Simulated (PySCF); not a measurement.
# A gas-phase reaction: ClGeH3 + Cl2 → Cl2GeH2 + ClH

Wanted: the reaction energy for `[Cl][GeH3]` + `ClCl` → `[Cl][GeH2][Cl]` + `Cl`.

Computed with PySCF 2.14.0; each step states its level. No surroundings beyond the atoms listed, unless a continuum is named. Atoms count from 0, parts from 1.

### Step 1. Starting point

Each species was relaxed by itself at PBE0-D3(BJ)/def2-SVPD.

### Step 2. Energies of the species: wB97M-D3(BJ)/def2-TZVPD

What the job is given:

```
{"job": {"kind": "react", "xc": "wB97M-D3(BJ)", "basis": "def2-TZVPD"}, "charge": 0, "multiplicity": 1}
-1 ClGeH3 charge 0 multiplicity 1
Cl     2.060530     0.081040     0.165810
Ge    -0.107970     0.022070    -0.038860
H     -0.435150    -1.226470    -0.863080
H     -0.678730    -0.055180     1.380130
H     -0.513580     1.312530    -0.756730

-1 Cl2 charge 0 multiplicity 1
Cl     1.014640     0.005700    -0.007080
Cl    -1.014710    -0.003730     0.009170

+1 Cl2GeH2 charge 0 multiplicity 1
Cl     0.559590     1.755600     0.847030
Ge    -0.147680    -0.033830    -0.133720
Cl     1.158990    -1.660630     0.422450
H     -1.540070    -0.347120     0.409320
H     -0.019010     0.176360    -1.640780

+1 ClH charge 0 multiplicity 1
Cl     0.644680     0.004680    -0.006590
H     -0.643450    -0.003080     0.006780
```

Method: wB97M-D3(BJ)/def2-TZVPD reaction energy of separated species, gas phase.

Command:

```sh
$ OMP_NUM_THREADS=1 python cluster_run.py task.json out
```

One launch serves the whole session: the jobs run in the order shown.

Standard output:

```text
species 1 (ClGeH3)
coarse grid: 21152 points
cycle   1  E = -2539.0620265144  dE = -6.849e-01  |g| = 6.547e-01  |ddm| = 1.710e+00
cycle   2  E = -2539.0737381527  dE = -1.171e-02  |g| = 6.914e-01  |ddm| = 7.877e-01
cycle   3  E = -2539.1158001151  dE = -4.206e-02  |g| = 2.611e-02  |ddm| = 3.697e-01
cycle   4  E = -2539.1160147629  dE = -2.146e-04  |g| = 1.159e-02  |ddm| = 3.767e-02
cycle   5  E = -2539.1160505420  dE = -3.578e-05  |g| = 2.737e-03  |ddm| = 1.293e-02
cycle   6  E = -2539.1160532653  dE = -2.723e-06  |g| = 4.252e-04  |ddm| = 5.061e-03
final grid: 40904 points
cycle   7  E = -2539.1159508791  dE = -1.438e-07  |g| = 1.835e-04  |ddm| = 1.131e-03
cycle   8  E = -2539.1159508989  dE = -1.984e-08  |g| = 9.474e-05  |ddm| = 3.291e-04
cycle   9  E = -2539.1159509021  dE = -3.225e-09  |g| = 3.611e-05  |ddm| = 1.281e-04
cycle  10  E = -2539.1159509032  dE = -1.022e-09  |g| = 5.294e-06  |ddm| = 9.293e-05
cycle  11  E = -2539.1159509032  dE = -1.592e-11  |g| = 1.841e-06  |ddm| = 5.773e-06
converged SCF energy = -2539.1159509032

species 2 (Cl2)
coarse grid: 12632 points
cycle   1  E = -920.4762354067  dE =  6.389e-02  |g| = 2.472e-01  |ddm| = 1.180e+00
cycle   2  E = -920.4854154980  dE = -9.180e-03  |g| = 1.551e-01  |ddm| = 2.411e-01
cycle   3  E = -920.4902182696  dE = -4.803e-03  |g| = 1.247e-02  |ddm| = 9.692e-02
cycle   4  E = -920.4902876870  dE = -6.942e-05  |g| = 2.486e-03  |ddm| = 1.204e-02
cycle   5  E = -920.4902920428  dE = -4.356e-06  |g| = 2.986e-04  |ddm| = 3.875e-03
final grid: 23496 points
cycle   6  E = -920.4902480083  dE = -4.828e-08  |g| = 9.189e-05  |ddm| = 4.978e-04
cycle   7  E = -920.4902480119  dE = -3.539e-09  |g| = 4.801e-05  |ddm| = 1.125e-04
cycle   8  E = -920.4902480125  dE = -6.291e-10  |g| = 1.456e-05  |ddm| = 4.221e-05
converged SCF energy = -920.4902480125

species 3 (Cl2GeH2)
coarse grid: 24992 points
cycle   1  E = -2998.7452525088  dE = -4.848e-01  |g| = 7.441e-01  |ddm| = 1.771e+00
cycle   2  E = -2998.7583964002  dE = -1.314e-02  |g| = 8.175e-01  |ddm| = 9.427e-01
cycle   3  E = -2998.8309706542  dE = -7.257e-02  |g| = 3.271e-02  |ddm| = 4.477e-01
cycle   4  E = -2998.8313157311  dE = -3.451e-04  |g| = 1.437e-02  |ddm| = 4.788e-02
cycle   5  E = -2998.8313745343  dE = -5.880e-05  |g| = 3.562e-03  |ddm| = 1.564e-02
cycle   6  E = -2998.8313812544  dE = -6.720e-06  |g| = 6.335e-04  |ddm| = 7.258e-03
final grid: 47280 points
cycle   7  E = -2998.8312752495  dE = -4.592e-07  |g| = 2.800e-04  |ddm| = 2.203e-03
cycle   8  E = -2998.8312753221  dE = -7.262e-08  |g| = 1.591e-04  |ddm| = 6.160e-04
cycle   9  E = -2998.8312753347  dE = -1.252e-08  |g| = 9.526e-05  |ddm| = 2.323e-04
cycle  10  E = -2998.8312753393  dE = -4.656e-09  |g| = 2.638e-05  |ddm| = 1.869e-04
cycle  11  E = -2998.8312753395  dE = -1.523e-10  |g| = 2.734e-06  |ddm| = 2.871e-05
converged SCF energy = -2998.8312753395

species 4 (ClH)
coarse grid: 8792 points
cycle   1  E = -460.8503330012  dE = -8.165e-02  |g| = 2.169e-01  |ddm| = 7.239e-01
cycle   2  E = -460.8625126255  dE = -1.218e-02  |g| = 1.397e-01  |ddm| = 2.651e-01
cycle   3  E = -460.8670521020  dE = -4.539e-03  |g| = 1.358e-02  |ddm| = 9.818e-02
cycle   4  E = -460.8670931853  dE = -4.108e-05  |g| = 3.364e-03  |ddm| = 9.545e-03
cycle   5  E = -460.8670994338  dE = -6.249e-06  |g| = 8.516e-04  |ddm| = 3.915e-03
final grid: 17120 points
cycle   6  E = -460.8670681612  dE = -3.716e-07  |g| = 3.676e-04  |ddm| = 8.891e-04
cycle   7  E = -460.8670682075  dE = -4.627e-08  |g| = 1.618e-04  |ddm| = 3.981e-04
cycle   8  E = -460.8670682141  dE = -6.574e-09  |g| = 4.221e-05  |ddm| = 1.295e-04
cycle   9  E = -460.8670682154  dE = -1.312e-09  |g| = 3.974e-06  |ddm| = 6.531e-05
cycle  10  E = -460.8670682154  dE = -3.752e-12  |g| = 8.166e-07  |ddm| = 3.313e-06
converged SCF energy = -460.8670682154

Reaction energy = -58.146 kcal/mol
```

Wall time 22 s (1 thread of Arm Neoverse N1, shared host); peak memory 0.6 GiB.

Species by species (with the dispersion term, which the log's SCF energies lack):

| ν | species | energy (Eh) | HOMO (eV) |
| --- | --- | --- | --- |
| -1 | [Cl][GeH3] | -2539.11948 | -11.11 |
| -1 | ClCl | -920.49147 | -11.18 |
| +1 | [Cl][GeH2][Cl] | -2998.83600 | -11.37 |
| +1 | Cl | -460.86761 | -11.93 |

### Step 3. Reaction energy: PBE0-D3(BJ)/def2-TZVPD

The job, as its differences from that of step 2:

```diff
@@ -1,2 +1,2 @@
-{"job": {"kind": "react", "xc": "wB97M-D3(BJ)", "basis": "def2-TZVPD"}, "charge": 0, "multiplicity": 1}
+{"job": {"kind": "react", "xc": "PBE0", "basis": "def2-TZVPD", "disp": "d3bj"}, "charge": 0, "multiplicity": 1}
 -1 ClGeH3 charge 0 multiplicity 1
```

Level: PBE0-D3(BJ)/def2-TZVPD reaction energy of separated species, gas phase.

Standard output:

```text
species 1 (ClGeH3)
coarse grid: 21152 points
cycle   1  E = -2538.5867499504  dE = -6.332e-01  |g| = 6.828e-01  |ddm| = 1.691e+00
cycle   2  E = -2538.5564858695  dE =  3.026e-02  |g| = 8.558e-01  |ddm| = 8.966e-01
cycle   3  E = -2538.6341433989  dE = -7.766e-02  |g| = 3.247e-02  |ddm| = 5.132e-01
cycle   4  E = -2538.6342881957  dE = -1.448e-04  |g| = 1.450e-02  |ddm| = 3.069e-02
cycle   5  E = -2538.6343450272  dE = -5.683e-05  |g| = 2.016e-03  |ddm| = 1.334e-02
cycle   6  E = -2538.6343461833  dE = -1.156e-06  |g| = 3.929e-04  |ddm| = 2.048e-03
final grid: 40904 points
cycle   7  E = -2538.6343324963  dE = -8.891e-09  |g| = 4.058e-04  |ddm| = 1.132e-03
cycle   8  E = -2538.6343324984  dE = -2.121e-09  |g| = 4.008e-04  |ddm| = 6.623e-04
cycle   9  E = -2538.6343325316  dE = -3.317e-08  |g| = 1.756e-05  |ddm| = 3.319e-04
cycle  10  E = -2538.6343325316  dE = -5.730e-11  |g| = 1.370e-06  |ddm| = 1.182e-05
converged SCF energy = -2538.6343325316

species 2 (Cl2)
coarse grid: 3248 points
cycle   1  E = -920.0848707848  dE =  1.015e-01  |g| = 1.608e-01  |ddm| = 1.191e+00
cycle   2  E = -920.0872212376  dE = -2.350e-03  |g| = 8.739e-02  |ddm| = 1.235e-01
cycle   3  E = -920.0886041347  dE = -1.383e-03  |g| = 3.229e-02  |ddm| = 7.027e-02
cycle   4  E = -920.0888552614  dE = -2.511e-04  |g| = 5.428e-04  |ddm| = 2.039e-02
cycle   5  E = -920.0888553707  dE = -1.094e-07  |g| = 2.230e-04  |ddm| = 9.351e-04
final grid: 23496 points
cycle   6  E = -920.0901491604  dE = -8.697e-06  |g| = 2.709e-03  |ddm| = 7.420e-03
cycle   7  E = -920.0901495937  dE = -4.333e-07  |g| = 1.503e-03  |ddm| = 3.011e-03
cycle   8  E = -920.0901498327  dE = -2.390e-07  |g| = 1.102e-04  |ddm| = 1.207e-03
cycle   9  E = -920.0901498353  dE = -2.576e-09  |g| = 4.179e-05  |ddm| = 9.864e-05
cycle  10  E = -920.0901498357  dE = -3.996e-10  |g| = 3.006e-06  |ddm| = 2.417e-05
converged SCF energy = -920.0901498357

species 3 (Cl2GeH2)
coarse grid: 24992 points
cycle   1  E = -2998.0786728512  dE = -4.486e-01  |g| = 7.584e-01  |ddm| = 1.772e+00
cycle   2  E = -2998.0138143558  dE =  6.486e-02  |g| = 1.026e+00  |ddm| = 1.088e+00
cycle   3  E = -2998.1502068453  dE = -1.364e-01  |g| = 5.264e-02  |ddm| = 6.439e-01
cycle   4  E = -2998.1506311600  dE = -4.243e-04  |g| = 2.336e-02  |ddm| = 4.779e-02
cycle   5  E = -2998.1507858734  dE = -1.547e-04  |g| = 2.568e-03  |ddm| = 2.040e-02
cycle   6  E = -2998.1507877509  dE = -1.877e-06  |g| = 5.711e-04  |ddm| = 2.543e-03
final grid: 47280 points
cycle   7  E = -2998.1507871671  dE = -4.712e-08  |g| = 4.984e-04  |ddm| = 1.226e-03
cycle   8  E = -2998.1507871826  dE = -1.545e-08  |g| = 4.197e-04  |ddm| = 6.922e-04
cycle   9  E = -2998.1507872211  dE = -3.851e-08  |g| = 2.065e-05  |ddm| = 3.204e-04
cycle  10  E = -2998.1507872212  dE = -8.095e-11  |g| = 4.141e-06  |ddm| = 1.570e-05
converged SCF energy = -2998.1507872212

species 4 (ClH)
coarse grid: 2248 points
cycle   1  E = -460.6537837053  dE = -4.644e-02  |g| = 1.882e-01  |ddm| = 7.411e-01
cycle   2  E = -460.6558524080  dE = -2.069e-03  |g| = 1.902e-01  |ddm| = 3.151e-01
cycle   3  E = -460.6653814056  dE = -9.529e-03  |g| = 1.506e-02  |ddm| = 1.513e-01
cycle   4  E = -460.6654034628  dE = -2.206e-05  |g| = 2.693e-03  |ddm| = 7.323e-03
cycle   5  E = -460.6654050107  dE = -1.548e-06  |g| = 1.111e-03  |ddm| = 2.553e-03
final grid: 17120 points
cycle   6  E = -460.6658902773  dE = -4.429e-06  |g| = 2.164e-03  |ddm| = 7.337e-03
cycle   7  E = -460.6658903067  dE = -2.950e-08  |g| = 1.795e-03  |ddm| = 2.512e-03
cycle   8  E = -460.6658909244  dE = -6.177e-07  |g| = 1.533e-04  |ddm| = 1.363e-03
cycle   9  E = -460.6658909313  dE = -6.899e-09  |g| = 2.147e-05  |ddm| = 1.086e-04
cycle  10  E = -460.6658909314  dE = -1.019e-10  |g| = 4.934e-06  |ddm| = 1.681e-05
converged SCF energy = -460.6658909314

Reaction energy = -58.318 kcal/mol
```

Run time: 11 s. Hardware: 1 thread of Arm Neoverse N1, shared host; peak memory 0.58 GiB.

Reaction energy at this level: -58.32 kcal/mol.

### Step 4. Reaction energy: MP2/def2-TZVPD

The job, as its differences from that of step 3:

```diff
@@ -1,2 +1,2 @@
-{"job": {"kind": "react", "xc": "PBE0", "basis": "def2-TZVPD", "disp": "d3bj"}, "charge": 0, "multiplicity": 1}
+{"job": {"kind": "react", "xc": "MP2", "basis": "def2-TZVPD"}, "charge": 0, "multiplicity": 1}
 -1 ClGeH3 charge 0 multiplicity 1
```

With the program's defaults for keys left out, this is: MP2/def2-TZVPD reaction energy of separated species, gas phase.

Standard output:

```text
species 1 (ClGeH3)
final grid: 40904 points
cycle   1  E = -2536.6194809099  dE = -7.534e-01  |g| = 4.319e-01  |ddm| = 1.689e+00
cycle   2  E = -2536.6539219770  dE = -3.444e-02  |g| = 3.027e-01  |ddm| = 4.591e-01
cycle   3  E = -2536.6631409725  dE = -9.219e-03  |g| = 3.192e-02  |ddm| = 1.918e-01
cycle   4  E = -2536.6635952998  dE = -4.543e-04  |g| = 1.185e-02  |ddm| = 5.235e-02
cycle   5  E = -2536.6636438121  dE = -4.851e-05  |g| = 2.649e-03  |ddm| = 1.515e-02
cycle   6  E = -2536.6636471689  dE = -3.357e-06  |g| = 7.638e-04  |ddm| = 4.606e-03
cycle   7  E = -2536.6636476905  dE = -5.217e-07  |g| = 2.043e-04  |ddm| = 1.575e-03
cycle   8  E = -2536.6636477304  dE = -3.993e-08  |g| = 3.346e-05  |ddm| = 4.843e-04
cycle   9  E = -2536.6636477312  dE = -7.981e-10  |g| = 8.200e-06  |ddm| = 9.930e-05
converged SCF energy = -2536.6636477312

species 2 (Cl2)
final grid: 23496 points
cycle   1  E = -918.9653265259  dE =  6.012e-02  |g| = 2.590e-01  |ddm| = 1.186e+00
cycle   2  E = -918.9802788461  dE = -1.495e-02  |g| = 1.127e-01  |ddm| = 2.120e-01
cycle   3  E = -918.9828573768  dE = -2.579e-03  |g| = 1.988e-02  |ddm| = 7.487e-02
cycle   4  E = -918.9830782325  dE = -2.209e-04  |g| = 4.253e-03  |ddm| = 2.065e-02
cycle   5  E = -918.9830903388  dE = -1.211e-05  |g| = 7.297e-04  |ddm| = 5.118e-03
cycle   6  E = -918.9830905563  dE = -2.175e-07  |g| = 1.518e-04  |ddm| = 6.808e-04
cycle   7  E = -918.9830905655  dE = -9.229e-09  |g| = 2.307e-05  |ddm| = 1.886e-04
cycle   8  E = -918.9830905657  dE = -2.557e-10  |g| = 2.990e-06  |ddm| = 4.639e-05
converged SCF energy = -918.9830905657

species 3 (Cl2GeH2)
final grid: 47280 points
cycle   1  E = -2995.5775806749  dE = -5.368e-01  |g| = 5.272e-01  |ddm| = 1.747e+00
cycle   2  E = -2995.6278372415  dE = -5.026e-02  |g| = 3.843e-01  |ddm| = 6.024e-01
cycle   3  E = -2995.6464796213  dE = -1.864e-02  |g| = 3.675e-02  |ddm| = 2.395e-01
cycle   4  E = -2995.6470904875  dE = -6.109e-04  |g| = 1.568e-02  |ddm| = 6.128e-02
cycle   5  E = -2995.6471829572  dE = -9.247e-05  |g| = 3.972e-03  |ddm| = 1.971e-02
cycle   6  E = -2995.6471927706  dE = -9.813e-06  |g| = 1.187e-03  |ddm| = 6.613e-03
cycle   7  E = -2995.6471941602  dE = -1.390e-06  |g| = 2.995e-04  |ddm| = 2.413e-03
cycle   8  E = -2995.6471942360  dE = -7.587e-08  |g| = 7.001e-05  |ddm| = 6.914e-04
cycle   9  E = -2995.6471942383  dE = -2.279e-09  |g| = 1.541e-05  |ddm| = 1.303e-04
cycle  10  E = -2995.6471942385  dE = -1.482e-10  |g| = 3.353e-06  |ddm| = 3.296e-05
converged SCF energy = -2995.6471942385

species 4 (ClH)
final grid: 17120 points
cycle   1  E = -460.0817348226  dE = -1.009e-01  |g| = 2.132e-01  |ddm| = 7.101e-01
cycle   2  E = -460.0969049791  dE = -1.517e-02  |g| = 8.401e-02  |ddm| = 2.053e-01
cycle   3  E = -460.0986383704  dE = -1.733e-03  |g| = 1.826e-02  |ddm| = 5.472e-02
cycle   4  E = -460.0988469379  dE = -2.086e-04  |g| = 6.315e-03  |ddm| = 1.638e-02
cycle   5  E = -460.0988769380  dE = -3.000e-05  |g| = 1.289e-03  |ddm| = 7.398e-03
cycle   6  E = -460.0988781541  dE = -1.216e-06  |g| = 2.808e-04  |ddm| = 1.659e-03
cycle   7  E = -460.0988782074  dE = -5.327e-08  |g| = 4.150e-05  |ddm| = 4.895e-04
cycle   8  E = -460.0988782081  dE = -7.279e-10  |g| = 7.806e-06  |ddm| = 6.177e-05
converged SCF energy = -460.0988782081

Reaction energy = -62.747 kcal/mol
```

Run time: 6.1 s. Hardware: 1 thread of Arm Neoverse N1, shared host; peak memory 0.42 GiB.

Reaction energy at this level: -62.75 kcal/mol.

### Step 5. Comparing the runs

Energies in kcal/mol, with wall time:

| run | reaction | time |
| --- | --- | --- |
| wB97M-D3(BJ)/def2-TZVPD | -58.15 | 22 s |
| PBE0-D3(BJ)/def2-TZVPD | -58.32 | 11 s |
| MP2/def2-TZVPD | -62.75 | 6.1 s |

### Step 6. Outcome

```
                                                quantity                      value
               reaction energy (wB97M-D3(BJ)/def2-TZVPD)            -58.15 kcal/mol
                     ΔH, ΔG at 298 K (xTB thermal terms)      -58.7, -58.9 kcal/mol
range of the reaction energy over the runs of this table  -62.75 to -58.15 kcal/mol
```

**Reading.** The reaction is exothermic by 58.7 kcal/mol in the gas phase; dispersion gives -0.32, and xTB itself gave -43.67 for the electronic energy (xTB energies and thermal terms come from the earlier relaxation of each species, not shown). No barrier was sought. xTB and this level differ widely in the electronic energy, so what comes from xTB (the thermal terms above all) is less safe here. The reaction energy runs from -62.75 (MP2/def2-TZVPD) to -58.15 kcal/mol (wB97M-D3(BJ)/def2-TZVPD).
